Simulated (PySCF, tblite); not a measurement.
**C2H13NSi3: geometry, infrared bands and NMR shifts**

Wanted: the infrared bands and NMR shifts of C2H13NSi3 (`CN[SiH2][SiH2]C[SiH3]`), by calculation.

Computed with tblite 0.8.0 and PySCF 2.14.0, with density-fitted response routines of our own, on a single molecule in the gas phase. Atoms are numbered from 0 throughout.

### Step 1. The molecule as given

19 atoms, charge 0, multiplicity 1; geometry from: force field or distance geometry start.

Bonds of the start (Å): C0–N1 1.45, N1–Si2 1.80, Si2–Si3 2.23, Si3–C4 1.87, C4–Si5 1.86, C0–H6 1.11, C0–H7 1.12, C0–H8 1.12, N1–H9 1.05, Si2–H10 1.47, Si2–H11 1.47, Si3–H12 1.47, Si3–H13 1.49, C4–H14 1.11, C4–H15 1.09, Si5–H16 1.47, Si5–H17 1.47, Si5–H18 1.46.

### Step 2. Optimising the geometry with GFN2-xTB

The job: settings as JSON, then the geometry in Å.

```
{"job": {"kind": "relax", "xc": "GFN2-xTB", "basis": "xTB"}, "charge": 0, "multiplicity": 1}
C     -2.951900     0.930600     0.668100
N     -2.419400    -0.394800     0.401400
Si    -0.918200    -0.101900    -0.539800
Si     0.719400    -1.491100     0.047000
C      2.251800    -0.768000    -0.736300
Si     2.649900     0.738500     0.286200
H     -4.038200     0.898900     0.898800
H     -2.370000     1.476100     1.459000
H     -2.757100     1.491400    -0.276500
H     -3.065100    -0.917700    -0.237900
H     -1.133500    -0.240000    -1.983500
H     -0.476500     1.260500    -0.220900
H      0.456200    -2.857200    -0.420900
H      0.848800    -1.463500     1.529100
H      1.946100    -0.392900    -1.739800
H      3.074700    -1.486900    -0.785200
H      3.251800     0.259500     1.540100
H      1.393500     1.448700     0.582500
H      3.527800     1.619000    -0.478800
```

Launch:

```
$ OMP_NUM_THREADS=1 python probes_run.py task.json out
```

The driver reads the jobs from task.json and runs them one after another.

**Question.** This job is followed by: GFN2-xTB harmonic vibrations, gas phase; GIAO PBE0/pcSseg-1 NMR shielding, non-relativistic, gas phase. What will the session give for the following? strongest single infrared mode (GFN2-xTB); zero-point energy (GFN2-xTB); 13C shifts against TMS (PBE0/pcSseg-1); 1H shifts against TMS (PBE0/pcSseg-1, means over atoms taken as alike); 15N shifts against NH3 (PBE0/pcSseg-1); 29Si shifts against TMS (PBE0/pcSseg-1).

As calculated:

```
                                                              quantity                                     value
                             strongest single infrared mode (GFN2-xTB)                      700 cm⁻¹, 462 km/mol
                                          zero-point energy (GFN2-xTB)                             85.6 kcal/mol
                                13C shifts against TMS (PBE0/pcSseg-1)                           36.0, -17.2 ppm
1H shifts against TMS (PBE0/pcSseg-1, means over atoms taken as alike)  4.93, 4.10, 4.01, 2.82, -0.23, -0.79 ppm
                                15N shifts against NH3 (PBE0/pcSseg-1)                                   7.3 ppm
                               29Si shifts against TMS (PBE0/pcSseg-1)                   -52.2, -72.4, -76.8 ppm
```

What this shows: Over 139 steps the energy fell by 1.068 eV; of the close pairs, N1–Si2 changed most, 1.796 to 1.721 Å. The lowest mode is slightly imaginary (11i cm⁻¹), a soft motion within the noise of the Hessian, so the minimum is not strictly shown. The strongest single mode, at 700 cm⁻¹, has its largest shares on C4, H10, H11 and Si3 (the list is cut at 4 atoms). GFN2-xTB is a fitted tight-binding method: band positions and strengths are rough. Its intensities can rank the bands wrongly. C0 (methyl carbon bonded to N) lies farthest downfield among carbon, at 36.0 ppm; deshielded by the electronegative neighbour. At PBE0/pcSseg-1: The largest span, 135 ppm, is at Si2, where the paramagnetic term is -481 ppm.
